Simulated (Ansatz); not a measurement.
The system is NbSi.

```xyz
2
Lattice="3.1564 0.0000 0.0000 0.0000 3.1564 0.0000 0.0000 0.0000 3.1564" Properties=species:S:1:pos:R:3 pbc="T T T"
Nb    0.0000    0.0000    0.0000
Si    1.5782    1.5782    1.5782
```

The cell was built by a generator and needn't be a form met in nature.

| Property | Result |
| --- | --- |
| Program | Ansatz 0.2.0 |
| Task | relaxation of cell and atoms |
| Functional | HF |
| Potentials or basis | Ansatz PAW |
| Cutoff | 420 eV (not typed: the program's choice for these potentials) |
| k mesh | 4 × 4 × 4 |
| Occupations | fermi-dirac, width 0.05 eV |
| Spin | no spin polarisation |

At the start: volume 15.72 Å³/atom.

Question: Where does the relaxation end?

Answer: It ends after 4 steps and the volume is 16.38 Å³/atom (+4.2 %); space group Pm-3m (No. 221, to 0.05 Å).

Step by step:
| step | energy change (eV) | largest force (eV/Å) | volume (Å³) |
| --- | --- | --- | --- |
| 1 | 0.0000 | 0.0000 | 31.45 |
| 2 | -0.0306 | 0.0000 | 32.86 |
| 3 | -0.0309 | 0.0000 | 32.76 |
| 4 | -0.0313 | 0.0000 | 32.76 |

Final structure:
```yaml
crystal:
  lattice:
    - [3.19964, 0.00000, 0.00000]
    - [0.00000, 3.19964, 0.00000]
    - [0.00000, 0.00000, 3.19964]
  atoms:
    - { symbol: Nb, position: [0.00000, 0.00000, 0.00000] }
    - { symbol: Si, position: [0.50000, 0.50000, 0.50000] }
```

Caveat: the k mesh is coarse (spacing up to 0.50 Å⁻¹), so the values aren't converged, least of all with exact exchange; the plane-wave basis is chosen anew once the cell has moved, so the energies of steps on either side of that aren't comparable; the PAW data sets come from PBE, with cores solved anew for the run's functional, which leaves a small shift of forces and pressure.
